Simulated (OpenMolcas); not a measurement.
# Eu³⁺ among point charges: CASSCF levels and susceptibility

How does a field of 6 point charges split the states of Eu³⁺, and what χT follows?

Method: state-averaged CASSCF, spin-orbit coupling by RASSI with atomic mean-field integrals. Code: OpenMolcas 26.06.

## (1) Starting point

| Property | Result |
| --- | --- |
| Species | Eu³⁺ (europium, Z = 63, 60 electrons) |
| Basis | ANO-RCC-VDZP [7s6p4d2f1g], 68 functions |
| Scalar Hamiltonian | DKH2, point nucleus |
| Inactive shells | 1s 2s 2p 3s 3p 3d 4s 4p 4d 5s 5p |
| Active space | 6 electrons in 7 orbitals (4f) |
| Some configurations of this space | 4f⁶ |
| Orbitals | optimised for the highest spin of each parity, averaged over all roots |

The outer shells:

4f6
```
4f [↑ ][↑ ][↑ ][↑ ][↑ ][↑ ][  ]
```

The ion sits among 6 point charges of -1 e arranged as a trigonal antiprism (D3d), 2.54 Å from the ion, with a polar angle of 61.3° against the regular 54.74°.

The work runs as a chain of OpenMolcas steps in one folder; each step below is one input file. Labels, J, g values, rates, χT and fits are worked out afterwards by a script from the matrices that RASSI stores. The input lists half of the charges; inversion (Group=XYZ) makes the rest.

## (2) One- and two-electron integrals

Input file a.inp:

```
&GATEWAY
Coord
1

Eu 0.0 0.0 0.0
Basis=ANO-RCC-VDZP
Group=XYZ
NoMove
AngMom=0.0 0.0 0.0
AMFI
XField
3 Angstrom 0
0.000000 2.228034 1.219617 -1.000000
1.929534 -1.114017 1.219617 -1.000000
1.929534 1.114017 -1.219617 -1.000000
&SEWARD
```

Command:

```
> OMP_NUM_THREADS=1 MOLCAS_MEM=2252 MOLCAS_PROJECT=a pymolcas a.inp > a.log
```

## (3) CASSCF: septets of even parity, 7 roots

Input file a.inp:

```
&RASSCF
FileOrb=start.orb
Symmetry=1
Spin=7
nActEl=6 0 0
Inactive=15 12
Ras2=0 7
CIRoot=7 7 1
SDav=7
CIMx=300
Iter=120 100
PrWF=0.3
OrbListing=Nothing
MaxOrb=0
>>> COPY $Project.JobIph JOB001
```

start.orb holds the contracted functions of the basis, ordered by shell, or the orbitals of the step before.

## (4) Reference wave functions, quintets of even parity, 140 roots

Input file a.inp:

```
&RASSCF
FileOrb=start.orb
Symmetry=1
Spin=5
nActEl=6 0 0
Inactive=15 12
Ras2=0 7
CIRoot=140 140 1
SDav=140
CIMx=300
Iter=120 100
PrWF=0.3
OrbListing=Nothing
MaxOrb=0
CIOnly
>>> COPY $Project.JobIph JOB002
```

## (5) Reference wave functions, triplets of even parity, 162 roots

Input file a.inp:

```
&RASSCF
FileOrb=start.orb
Symmetry=1
Spin=3
nActEl=6 0 0
Inactive=15 12
Ras2=0 7
CIRoot=162 162 1
SDav=588
CIMx=300
Iter=120 100
PrWF=0.3
OrbListing=Nothing
MaxOrb=0
CIOnly
>>> COPY $Project.JobIph JOB003
```

## (6) RASSI: spin-orbit coupling between the states

Input file a.inp:

```
&RASSI
NrOfJobIphs=2 7 77
1 2 3 4 5 6 7
1 2 3 4 5 6 7 8 9 10 11 12 13 14 15 16 17 18 19 20 21 22 23 24 25 26 27
28 29 30 31 32 33 34 35 36 37 38 39 40 41 42 43 44 45 46 47 48 49 50 51
52 53 54 55 56 57 58 59 60 61 62 63 64 65 66 67 68 69 70 71 72 73 74 75
76 77
IphNames
JOB001
JOB002
EJob
SpinOrbit
DIPRint=1.0
SOCoupling=1000.0
Subsets=2
Property=9
'ANGMOM' 1 'ANGMOM' 2 'ANGMOM' 3 'MLTPL  1' 1 'MLTPL  1' 2 'MLTPL  1' 3
'AMFI' 1 'AMFI' 2 'AMFI' 3
SOProperty=3
'ANGMOM' 1 'ANGMOM' 2 'ANGMOM' 3
```

**Question.** What will these runs give? Wanted: spin-free ground state; first state of the same spin within the active space; lowest level; next level.

The runs gave:

| quantity | value |
| --- | --- |
| method | CASSCF |
| spin-free ground state | 7A2, 1-fold in its orbital part |
| first state of the same spin within the active space | 7A1 at 63.4 cm⁻¹ |
| lowest level | 1-fold A1 |
| next level | 187.7 cm⁻¹ |
| χT at 300 K | 1.40 cm³ K/mol |
| effective moment at 300 K | 3.34 μB |

**Reading.** The spin-free ground state (7A2) comes to 100 % from free-ion F terms and keeps the highest spin of the shell. The quintets, triplets rest on orbitals optimised for another spin in at least one step, which raises them against the optimised states. Not all states of the active space went into the spin-orbit step. High states of lower spin are left out of the spin-orbit mixing, and CASSCF puts spin-flip levels too high. This is an electrostatic model: the charges have no orbitals.
